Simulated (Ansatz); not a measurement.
# CH2BrNSi, SMILES N#C[SiH2]Br: a short molecular-dynamics run

Computed with the Ansatz DFT code, driven from Python.

`run_md.py`:
```python
import ansatz as az
import numpy as np

BASIS_SET = 'def2-SVP'
XC = 'hf'
N_STEPS = 20
TEMPERATURE_K = 800

geometry = (
    az.Crystal.molecule()
    .atom('N', (0.7197, -2.3249, 0.8863))
    .atom('C', (0.3976, -1.221, 0.4855))
    .atom('Si', (-0.0497, 0.501, -0.1465))
    .atom('Br', (-1.9568, 0.5033, -1.0725))
    .atom('H', (0.9615, 0.9648, -1.1702))
    .atom('H', (-0.0303, 1.5128, 0.9712))
)

calc = (
    geometry.calculation()
    .basis(gaussian=BASIS_SET)
    .functional(XC)
)
symbols = [site.symbol for site in geometry.cartesian_sites]
start = np.array([site.position_ang for site in geometry.cartesian_sites], dtype=float)
report = calc.relax(force_tolerance=0.02).run(threads=1).report
end = np.array(report['positions_ang'])
minimum = az.Crystal.molecule()
for symbol, place in zip(symbols, end):
    minimum = minimum.atom(symbol, place.tolist())

calc = minimum.calculation()
calc = calc.basis(gaussian=BASIS_SET)
calc = calc.functional(XC).md('nve', timestep=1.0, steps=N_STEPS, temperature=TEMPERATURE_K, initial_velocities='maxwell_boltzmann', seed=33)
frames = []
result = calc.session().plan().execute(on_event=lambda e: frames.append(e['data']) if e['event'] == 'md_step' else None)
print('t (fs)   E_pot (eV)      E_kin (eV)   T (K)   d(0-1) (A)')
for f in frames[::2]:
    xyz = np.array(f['positions_ang'])
    print(f'{f["time_fs"]:6.2f} {f["lagrangian_ev"]:14.5f} {f["e_kin_ev"]:10.5f} {f["temperature_k"]:8.1f} {np.linalg.norm(xyz[0] - xyz[1]):9.4f}')
kept = np.array([f['conserved_ev'] for f in frames])
print(f'conserved energy moves by at most {1000 * np.ptp(kept):.3f} meV')
```

```console
$ python run_md.py
t (fs)   E_pot (eV)      E_kin (eV)   T (K)   d(0-1) (A)
  0.00   -80393.20114    0.41363    800.0    1.1359
  2.00   -80393.15111    0.36575    707.4    1.1231
  4.00   -80393.10224    0.31738    613.8    1.1235
  6.00   -80393.08215    0.29542    571.4    1.1371
  8.00   -80393.00700    0.22186    429.1    1.1519
 10.00   -80392.95186    0.16782    324.6    1.1556
 12.00   -80392.97366    0.18784    363.3    1.1454
 14.00   -80392.98161    0.19519    377.5    1.1299
 16.00   -80392.94808    0.16357    316.4    1.1226
 18.00   -80392.95693    0.17105    330.8    1.1303
 20.00   -80392.94578    0.15907    307.7    1.1458
conserved energy moves by at most 3.464 meV
```

The settings weren't tested for convergence. The trajectory is only some femtoseconds long, so its temperature is not equilibrated; where the script doesn't relax first, it starts from a rough generated geometry. The temperature counts the internal degrees of freedom alone. With hydrogen a step over 0.5 fs is long. Finished in 50 s on 1 thread of Arm Neoverse V1 (shared host), peak memory 0.25 GiB.
